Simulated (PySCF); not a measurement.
# C7H7N: the cost of one run

Computed with PySCF 2.14.0, with density-fitted response routines of our own, on a single molecule, in the gas phase or a continuum. Atoms count from 0, in the outputs and in this text.

## Step 1: Starting geometry

15 atoms, charge 0, multiplicity 1; geometry from: GFN2-xTB.

Bonds of the start (Å): C0–C1 1.33, C1–C2 1.44, C2–C3 1.35, C3–C4 1.43, C4–C5 1.35, C5–C6 1.40, C6–N7 1.15, C0–H8 1.08, C0–H9 1.08, C1–H10 1.08, C2–H11 1.08, C3–H12 1.08, C4–H13 1.08, C5–H14 1.08.

## Step 2: Optimising the geometry at PBE0-D3(BJ)/def2-SVP

The job: settings as JSON, then the geometry in Å.

```
{"job": {"xc": "PBE0", "basis": "def2-SVP", "d3": "d3bj", "grid": 1, "kind": "geom"}, "charge": 0, "multiplicity": 1}
C     -3.337834     0.535790     0.533078
C     -2.227599     0.373780    -0.186254
C     -0.933312     0.144032     0.392525
C      0.192485    -0.019442    -0.329886
C      1.476474    -0.247894     0.253676
C      2.602798    -0.410894    -0.467631
C      3.851021    -0.633156     0.128355
N      4.876999    -0.814521     0.611988
H     -3.322716     0.502680     1.610171
H     -4.294430     0.706259     0.070977
H     -2.272765     0.412385    -1.267167
H     -0.885408     0.104132     1.473558
H      0.145099     0.021110    -1.411306
H      1.530305    -0.289525     1.334652
H      2.594469    -0.376746    -1.549741
```

On the command line:

```sh
> OMP_NUM_THREADS=1 python probes_run.py task.json out
```

One launch serves the whole session: the jobs run in the order shown.

Q: Estimate the wall time and peak memory of this first job on 1 thread of Arm Neoverse V1, shared host.

About 42 s, with a peak of 0.55 GiB.
